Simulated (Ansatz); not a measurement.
# Cu4Os: the cost of one run

Program: Ansatz 0.2.0, Gaussian basis. Level of theory: the settings change from run to run. These are calculated values, not measurements.

### 1 The geometry

The structure was relaxed beforehand with B3LYP-D4/def2-SVP. Os takes a core potential in def2 sets; no spin-orbit term is included.

5 atoms, charge 0, spin multiplicity 1.

Atoms are counted from 1 here; the program's logs count them from 0.

Bond lengths: Os1–Cu2 2.454 Å, Os1–Cu3 2.394 Å, Os1–Cu4 2.454 Å, Os1–Cu5 2.394 Å, Cu2–Cu4 2.394 Å, Cu2–Cu5 2.461 Å, Cu3–Cu4 2.460 Å. Angles: Cu2–Os1–Cu3 106.0°, Cu2–Os1–Cu4 58.4°, Cu2–Os1–Cu5 61.0°, Cu3–Os1–Cu4 61.0°, Cu3–Os1–Cu5 102.4°, Cu4–Os1–Cu5 106.0°, Os1–Cu2–Cu4 60.8°, Os1–Cu2–Cu5 58.3°, Cu4–Cu2–Cu5 105.8°, Os1–Cu3–Cu4 60.7°, Os1–Cu4–Cu2 60.8°, Os1–Cu4–Cu3 58.3°, Cu2–Cu4–Cu3 105.8°, Os1–Cu5–Cu2 60.7°.

### 2 B2PLYP/def2-SVPD

File in.yaml:

```yaml
crystal:
  periodic: [false, false, false]
  atoms:
    - {symbol: Os, position_ang: [0.203603, -1.096845, -0.215845]}
    - {symbol: Cu, position_ang: [0.481797, 1.072215, -1.329421]}
    - {symbol: Cu, position_ang: [-1.180209, -0.684494, 1.693709]}
    - {symbol: Cu, position_ang: [-1.653511, 0.495053, -0.413038]}
    - {symbol: Cu, position_ang: [2.148330, 0.214071, 0.264595]}
basis:
  gaussian: {orbitals: def2-SVPD}
hamiltonian: {xc: {name: B2PLYP}}
scf: {omitted_lower_state_checks: [starts]}
```

Command:

```sh
$ ansatz run in.yaml --threads 4 --pin off --events-out ev --progress --plain --max-ram 8704MiB
```

Q: Estimate wall time and peak memory on 4 threads of Arm Neoverse V2, shared host.

About 19 s, with a peak of 0.77 GiB.
